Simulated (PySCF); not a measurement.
**TeTi2 at other levels of theory**

Aim: see what other levels and later steps give for TeTi2.

Program: PySCF 2.14.0. Level of theory: method and basis as typed in the scripts. These are calculated values, not measurements.

5 further runs of the same task are left out: 5 that didn't finish. Runs told in other sessions of the task aren't counted.

### Step 1. The system as given

TeTi2: 3 atoms, charge 0, spin multiplicity 1.

Bond lengths: Te1–Ti2 2.604 Å, Te1–Ti3 2.604 Å, Ti2–Ti3 2.667 Å. Angles: Ti2–Te1–Ti3 61.6°, Te1–Ti2–Ti3 59.2°, Te1–Ti3–Ti2 59.2°.

### Step 2. Base script

The input, input.py:

```python
from pyscf import gto, dft

mol = gto.M(
    atom='Te 0 0 -0.9498; Ti 1.3333 0 1.2865; Ti -1.3333 0 1.2865',
    basis='lanl2dz',
    ecp={'Te': 'lanl2dz', 'Ti': 'lanl2dz'},
    charge=0,
    spin=0,
    verbose=3,
)
mf = dft.RKS(mol, xc='x3lyp')
mf = mf.newton()
mf.kernel()
mf.dip_moment()
print('orbital energies (hartree):', mf.mo_energy[..., max(0, mol.nelec[1]-3):mol.nelec[0]+3].round(4))
```

Launch:

```bash
OMP_NUM_THREADS=1 python input.py
```

### Step 3. ROKS

Variant 1 changes SCF type: RKS → ROKS.

input.py: that of step 2 with these lines changed.

```diff
@@ -10,3 +10,3 @@
 )
-mf = dft.RKS(mol, xc='x3lyp')
+mf = dft.ROKS(mol, xc='x3lyp')
 mf = mf.newton()
```

### Step 4. Hcth407

Variant 2 changes functional: x3lyp → hcth407.

input.py: that of step 2 with these lines changed.

```diff
@@ -10,3 +10,3 @@
 )
-mf = dft.RKS(mol, xc='x3lyp')
+mf = dft.RKS(mol, xc='hcth407')
 mf = mf.newton()
```

Before running it: what results should come out? Wanted: for each run, E(SCF); from base; SCF dipole.

The runs gave:

```
    run  E(SCF) (hartree)  from base (eV)  SCF dipole (D)
   base       -123.960812               0            5.80
   ROKS       -123.960812          0.0000            5.80
hcth407       -124.633610  not comparable            3.15
```

**Reading.** With ROKS the SCF ends at the base energy. Total energies of different functionals can't be compared with each other; differences within one functional can.
